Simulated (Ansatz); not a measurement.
HfZn and its elements: a formation energy from the elements, run with the Python package of Ansatz (0.2.0).

The script, `formation.py`:
```python
"""Formation energy of HfZn from the elements, after relaxing cells and atoms."""

from collections import Counter

import ansatz as az
import numpy as np

K_SPACING = 0.39
SMEARING = "fermi_dirac"
SMEARING_WIDTH = 0.05

PHASES = {
    "HfZn": (
        [(3.275105, 0.0, 0.0), (0.0, 3.275105, 0.0), (0.0, 0.0, 3.275105)],
        [
            ("Hf", (0.5, 0.5, 0.5)),
            ("Zn", (0.0, 0.0, 0.0)),
        ],
    ),
    "Hf": (
        [(3.1967, 0.0, 0.0), (-1.59835, 2.768423, 0.0), (0.0, 0.0, 5.0578)],
        [
            ("Hf", (1 / 3, 2 / 3, 0.25)),
            ("Hf", (2 / 3, 1 / 3, 0.75)),
        ],
    ),
    "Zn": (
        [(2.67, 0.0, 0.0), (-1.335, 2.312288, 0.0), (0.0, 0.0, 4.966)],
        [
            ("Zn", (1 / 3, 2 / 3, 0.25)),
            ("Zn", (2 / 3, 1 / 3, 0.75)),
        ],
    ),
}


def build(vectors, sites):
    crystal = az.Crystal(lattice=az.Lattice.of(vectors))
    for symbol, position in sites:
        crystal = crystal.atom(symbol, position)
    return crystal


def run_phase(name, crystal):
    calc = (
        crystal.calculation()
        .functional(az.Functional.PBESOL)
        .basis(39 * az.Ry, density_ratio=4)
        .initial_density(normalization="cell")
        .kpoints(spacing=K_SPACING)
        .occupations(SMEARING, width=SMEARING_WIDTH)
        .stress()
    )
    calc = calc.relax(force_tolerance=0.02, max_steps=60, cell=True)
    return calc.run()


def counts(outcome):
    return Counter(site.symbol for site in outcome.lattice.sites)

def formation_energy(outcome, mu):
    n = counts(outcome)
    return (outcome.report["energy_sigma0_ev"] - sum(k * mu[element] for element, k in n.items())) / sum(n.values())


def volume_per_atom(outcome):
    return abs(np.linalg.det(outcome.lattice.cell_ang)) / len(outcome.lattice.sites)

phases = {name: build(*cell) for name, cell in PHASES.items()}

done = {name: run_phase(name, crystal) for name, crystal in phases.items()}

# energy of one atom in its reference phase
references = {"Hf": "Hf", "Zn": "Zn"}
mu = {element: done[name].report["energy_sigma0_ev"] / len(done[name].lattice.sites) for element, name in references.items()}

target = done["HfZn"]
heat = formation_energy(target, mu)
for element, value in mu.items():
    print(f"mu({element}) = {value:.4f} eV from {references[element]}, {volume_per_atom(done[references[element]]):.2f} A^3/atom")
print(f"formation energy of HfZn: {heat:.4f} eV/atom = {96.4853 * heat:.1f} kJ/mol of atoms")
```

Is HfZn bound against its elements at this level, and by how much?

The formation energy is -0.203 eV an atom (-19.6 kJ per mole of atoms), so HfZn lies below the reference phases.

What the script printed:

Output of `python formation.py`:
```text
mu(Hf) = -15598.0114 eV from Hf, 21.61 A^3/atom
mu(Zn) = -3280.9387 eV from Zn, 14.19 A^3/atom
formation energy of HfZn: -0.2029 eV/atom = -19.6 kJ/mol of atoms
```

Reading the output:
- The settings weren't tested for convergence.
- For the metals among these phases the mesh is modest: differences between phases can be off by up to 40 meV an atom.
- Spin-orbit coupling, which matters for elements this heavy, is left out.
- The cells come from databases of deposited and of computed structures, and not all need be stable phases.
- The compound is the structure given, not necessarily its lowest; energies are at zero temperature, with no correction for gases. A semilocal functional's error on such energies is often 0.05 to 0.1 eV an atom, and 0.1 to 0.3 eV against gases such as O2 or F2.
- It ran for 21 s on 1 thread of Arm Neoverse V2, on a shared host, peak memory 0.42 GiB.

(Lines on the test bed's own set-up are left out of the output.)
